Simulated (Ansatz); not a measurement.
Task: energies of removing a hydrogen of BrClFGeH, SMILES [F][GeH]([Cl])[Br], with Ansatz 0.2.0 through its Python package. Give the script and its output. Settings (for the species named): MP2, cc-pVDZ basis, multiplicity 1.

```yaml
atoms:
  - { symbol: F, position_ang: [-0.7643, -0.3205, 1.6099] }
  - { symbol: Ge, position_ang: [0.0277, 0.0815, 0.1001] }
  - { symbol: Cl, position_ang: [1.4592, -1.4631, -0.3084] }
  - { symbol: Br, position_ang: [-1.4250, 0.1839, -1.6544] }
  - { symbol: H, position_ang: [0.7523, 1.4446, 0.2113] }
```

Script `bde.py`:
```python
# -*- coding: utf-8 -*-
import ansatz as az
from ase import Atoms

BASIS = "cc-pVDZ"
METHOD = "MP2"


def energy_of(molecule, charge=0, unpaired=0):
    calc = molecule.calculation().basis(gaussian=BASIS).correlation(METHOD)
    if charge:
        calc = calc.charge(charge)
    if unpaired:
        calc = calc.spin("collinear", total=unpaired)
    report = calc.run(threads=1).report
    if report["published_state_doubts"]:
        print("  doubts:", report["published_state_doubts"])
    return report["free_energy_ev"]

def without(molecule, index):
    rest = az.Crystal.molecule()
    for i, site in enumerate(molecule.cartesian_sites):
        if i != index:
            rest = rest.atom(site.symbol, site.position_ang)
    return rest


def main():
    atoms = Atoms(["F", "Ge", "Cl", "Br", "H"], positions=[
        (-0.7643, -0.3205, 1.6099),
        (0.0277, 0.0815, 0.1001),
        (1.4592, -1.4631, -0.3084),
        (-1.425, 0.1839, -1.6544),
        (0.7523, 1.4446, 0.2113),
    ])
    mol = az.Crystal.molecule_from_ase(atoms)

    whole = energy_of(mol, 0)
    hydrogen = energy_of(az.Crystal.molecule().atom("H", (0, 0, 0)), 0, 1)
    print(f"E(molecule) = {whole:.5f} eV, E(H) = {hydrogen:.5f} eV")
    for index in [4]:
        radical = energy_of(without(mol, index), 0, 1)
        print(f"H{index}: homolysis {96.485332 * (radical + hydrogen - whole):.1f} kJ/mol")


if __name__ == "__main__":
    main()
```

`python bde.py` gives:
```text
E(molecule) = -141714.95628 eV, E(H) = -13.58606 eV
H4: homolysis 338.8 kJ/mol
```

Notes:
- The settings weren't tested for convergence.
- The geometry is a force-field or estimated start, not a minimum of this method, and the basis set is short of its limit. All parts are taken at fixed geometry, without zero-point energy.
- The spin-orbit lowering of heavy atoms is left out.
- Finished in 7.3 s on 1 thread of Arm Neoverse V2 (shared host), peak memory 0.37 GiB.
